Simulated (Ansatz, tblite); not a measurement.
# Si(vinyl)(NHEt)3 (C8H21N3Si): a ladder of methods and basis sets

The task here is to estimate one member of a computed series from the others.

Method: as each input shows; program: Ansatz 0.2.0, Gaussian basis.

Plan: GFN1-xTB, GFN2-xTB, PBE-D4/def2-TZVP, r2SCAN-D4/def2-TZVP, LDA/def2-TZVP, r2SCAN0-D4/def2-TZVP, PBE-D4/def2-SVP, PBE0-D4/def2-SVP, HF/STO-3G, HF/6-31G, B3LYP-D4/6-31G, MP2/def2-SVP, RPA/def2-SVP.

5 further runs of the same task are left out: 3 that didn't finish, 2 set aside as unsound or not needed.

### The geometry

The singlet was relaxed beforehand with r2SCAN-D4/def2-SVP.

33 atoms, charge 0, spin multiplicity 1.

Bond lengths: Si1–C2 1.875 Å, Si1–N7 1.732 Å, Si1–N16 1.741 Å, Si1–N25 1.727 Å, C2–C3 1.344 Å, C2–H4 1.102 Å, C3–H5 1.098 Å, C3–H6 1.097 Å, N7–C8 1.453 Å, N7–H10 1.017 Å, C8–C9 1.528 Å, C8–H11 1.107 Å, C8–H12 1.105 Å, C9–H13 1.102 Å, C9–H14 1.103 Å, C9–H15 1.103 Å, N16–C17 1.453 Å, N16–H19 1.018 Å and more. Angles: C2–Si1–N7 105.7°, C2–Si1–N16 114.6°, C2–Si1–N25 109.5°, N7–Si1–N16 110.4°, N7–Si1–N25 112.8°, N16–Si1–N25 104.0°, Si1–C2–C3 124.5°, Si1–C2–H4 118.3°, C3–C2–H4 117.2°, C2–C3–H5 121.0°, C2–C3–H6 122.7°, H5–C3–H6 116.3°, Si1–N7–C8 123.9°, Si1–N7–H10 118.6°, C8–N7–H10 113.9°, N7–C8–C9 114.4°, N7–C8–H11 109.9°, N7–C8–H12 107.3° and more.

PBE0-D4/def2-TZVP was run before; its log isn't repeated, and its numbers join the tables.

Set-up of the first run:

Tight binding, by tblite at 300 K electronic temperature and without a spin-polarisation term:

```python
tblite.interface.Calculator('GFN1-xTB', numbers, positions, charge=0, uhf=0).singlepoint()
```

Tight binding, by tblite at 300 K electronic temperature and without a spin-polarisation term:

```python
tblite.interface.Calculator('GFN2-xTB', numbers, positions, charge=0, uhf=0).singlepoint()
```

start.molden holds the orbitals of an earlier run on this state, given as this run's starting guess.

in.yaml

```yaml
crystal:
  periodic: [false, false, false]
  atoms:
    - {symbol: Si, position_ang: [0.301700, 0.112805, 0.175579]}
    - {symbol: C, position_ang: [0.266452, 0.056282, 2.049272]}
    - {symbol: C, position_ang: [1.311295, -0.291450, 2.819451]}
    - {symbol: H, position_ang: [-0.673905, 0.313784, 2.561964]}
    - {symbol: H, position_ang: [2.272928, -0.576004, 2.373404]}
    - {symbol: H, position_ang: [1.257491, -0.317515, 3.915272]}
    - {symbol: N, position_ang: [1.976284, 0.204892, -0.258933]}
    - {symbol: C, position_ang: [2.487340, -0.088287, -1.587492]}
    - {symbol: C, position_ang: [2.510289, 1.110672, -2.533786]}
    - {symbol: H, position_ang: [2.592429, 0.790356, 0.299444]}
    - {symbol: H, position_ang: [3.502562, -0.523103, -1.512381]}
    - {symbol: H, position_ang: [1.849296, -0.881276, -2.016515]}
    - {symbol: H, position_ang: [1.490516, 1.503392, -2.676861]}
    - {symbol: H, position_ang: [2.917893, 0.838220, -3.521640]}
    - {symbol: H, position_ang: [3.133708, 1.924815, -2.126517]}
    - {symbol: N, position_ang: [-0.581834, 1.437893, -0.527236]}
    - {symbol: C, position_ang: [-2.006492, 1.683441, -0.380455]}
    - {symbol: C, position_ang: [-2.358115, 2.692683, 0.709939]}
    - {symbol: H, position_ang: [-0.046453, 2.278963, -0.730750]}
    - {symbol: H, position_ang: [-2.439206, 2.024698, -1.342497]}
    - {symbol: H, position_ang: [-2.492136, 0.715673, -0.161735]}
    - {symbol: H, position_ang: [-1.993530, 2.354699, 1.693341]}
    - {symbol: H, position_ang: [-3.447432, 2.848667, 0.778048]}
    - {symbol: H, position_ang: [-1.893159, 3.671437, 0.502621]}
    - {symbol: N, position_ang: [-0.477912, -1.292391, -0.457533]}
    - {symbol: C, position_ang: [-0.439508, -2.636352, 0.087014]}
    - {symbol: C, position_ang: [-1.786276, -3.102857, 0.629424]}
    - {symbol: H, position_ang: [-1.055642, -1.185434, -1.287554]}
    - {symbol: H, position_ang: [-0.075856, -3.358007, -0.671902]}
    - {symbol: H, position_ang: [0.308772, -2.654143, 0.897966]}
    - {symbol: H, position_ang: [-2.126404, -2.438862, 1.440522]}
    - {symbol: H, position_ang: [-1.730113, -4.131414, 1.021951]}
    - {symbol: H, position_ang: [-2.554974, -3.086257, -0.161453]}
basis:
  gaussian: {orbitals: def2-TZVP, initial_orbitals: start.molden}
hamiltonian: {xc: pbe, dispersion: d4}
scf: {omitted_lower_state_checks: [starts]}
output: {orbitals: {seedname: orbitals}}
```

Launch:

```console
ansatz run in.yaml --threads 4 --pin off --events-out ev --progress --plain --max-ram 6963MiB
```

Steps of the session up to this table: PBE-D4/def2-TZVP; r2SCAN-D4/def2-TZVP; LDA/def2-TZVP; r2SCAN0-D4/def2-TZVP; PBE-D4/def2-SVP; PBE0-D4/def2-SVP; HF/STO-3G; HF/6-31G; B3LYP-D4/6-31G; MP2/def2-SVP; RPA/def2-SVP.

One of the session's tables, all rows but one given; the rest of the session is left out.

It belongs to the step «Binding energy». 

```
               level  binding an atom (eV)
           HF/STO-3G                 3.584
            HF/6-31G                 2.784
         HF/def2-SVP                 3.024
       LDA/def2-TZVP                 4.651
     PBE-D4/def2-SVP                 4.194
    PBE-D4/def2-TZVP                 4.167
 r2SCAN-D4/def2-TZVP                 4.080
      B3LYP-D4/6-31G                 3.967
    PBE0-D4/def2-SVP                 4.136
   PBE0-D4/def2-TZVP                 4.105
r2SCAN0-D4/def2-TZVP                     ?
        MP2/def2-SVP                 3.914
```

Q: Estimate the row for r2SCAN0-D4/def2-TZVP from the others.

As computed: binding an atom (eV): 4.033. In the column «binding an atom (eV)» it lies between B3LYP-D4/6-31G (3.967) and r2SCAN-D4/def2-TZVP (4.080).

Limits of these values: Free atoms were run apart at each level; binding is atoms less cluster, divided by the number of atoms, without zero-point or spin-orbit terms.
